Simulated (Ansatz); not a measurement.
Write a Python script for the Python package of Ansatz (0.2.0) that makes a rigid scan of one bond length of BrFHSi, SMILES F[SiH]Br. Use (for the species named): r2scan0, def2-SVP basis, multiplicity 2.

```xyz
4

F    -1.0540   -0.3260    1.1033
Si   -0.3141   -0.2426   -0.3033
Br    1.8037   -0.6181    0.0751
H    -0.3801    1.1264   -0.8954
```

`scan.py`
```python
import ansatz as az
import numpy as np

BASIS_SET = "def2-SVP"
FUNCTIONAL = "R2SCAN0"

geometry_ang = [
    ("F", (-1.054, -0.326, 1.1033)),
    ("Si", (-0.3141, -0.2426, -0.3033)),
    ("Br", (1.8037, -0.6181, 0.0751)),
    ("H", (-0.3801, 1.1264, -0.8954)),
]
brfhsi = az.Crystal.molecule()
for symbol, xyz in geometry_ang:
    brfhsi = brfhsi.atom(symbol, xyz)

symbols = [site.symbol for site in brfhsi.cartesian_sites]
start = np.array([site.position_ang for site in brfhsi.cartesian_sites])
axis = (start[2] - start[1]) / np.linalg.norm(start[2] - start[1])
moving = [2]
lengths, energies = [1.922, 2.009, 2.097, 2.184, 2.271, 2.359, 2.446, 2.577], []
for length in lengths:
    xyz = start.copy()
    xyz[moving] += (length - np.linalg.norm(start[2] - start[1])) * axis
    point = az.Crystal.molecule()
    for symbol, place in zip(symbols, xyz):
        point = point.atom(symbol, place.tolist())
    setup = (
        point.calculation()
        .basis(gaussian=BASIS_SET)
        .functional(FUNCTIONAL)
        .spin("collinear", total=1)
    )
    report = setup.run(threads=1, pin="off").report
    energies.append(report["free_energy_ev"])
    print(f"r = {length:6.3f} A  E = {energies[-1]:.5f} eV  <S^2> = {abs(report['mean_field']['state']['spin_squared']):.3f}")

fit = np.polynomial.Polynomial.fit(lengths, np.array(energies) - min(energies), 4).convert()
roots = [r.real for r in fit.deriv().roots() if abs(r.imag) < 1e-9 and fit.deriv(2)(r.real) > 0]
r_e = min(roots, key=lambda r: abs(r - lengths[int(np.argmin(energies))]))
print(f"minimum of the fit at {r_e:.4f} A, force constant {fit.deriv(2)(r_e):.2f} eV/A^2")
```

```console
$ python scan.py
r =  1.922 A  E = -80641.58994 eV  <S^2> = 0.752
r =  2.009 A  E = -80642.18636 eV  <S^2> = 0.752
r =  2.097 A  E = -80642.50777 eV  <S^2> = 0.753
r =  2.184 A  E = -80642.62960 eV  <S^2> = 0.753
r =  2.271 A  E = -80642.61604 eV  <S^2> = 0.753
r =  2.359 A  E = -80642.50819 eV  <S^2> = 0.753
r =  2.446 A  E = -80642.33974 eV  <S^2> = 0.754
r =  2.577 A  E = -80642.01828 eV  <S^2> = 0.754
minimum of the fit at 2.2142 A, force constant 15.66 eV/A^2
```

Caveats:
- Total energies depend on the basis set; only differences at equal settings carry meaning.
- The rest of the molecule is held rigid at a force-field or estimated start geometry, and the basis set is modest; single-reference methods fail as a bond breaks.
- The run takes the species as open-shell (spin multiplicity 2), which needn't be its ground state.
- Spin-orbit coupling of the heavy open-shell atom is left out.
- Finished in 52 s on 1 thread of Arm Neoverse V1, on a shared host, peak memory 0.28 GiB.
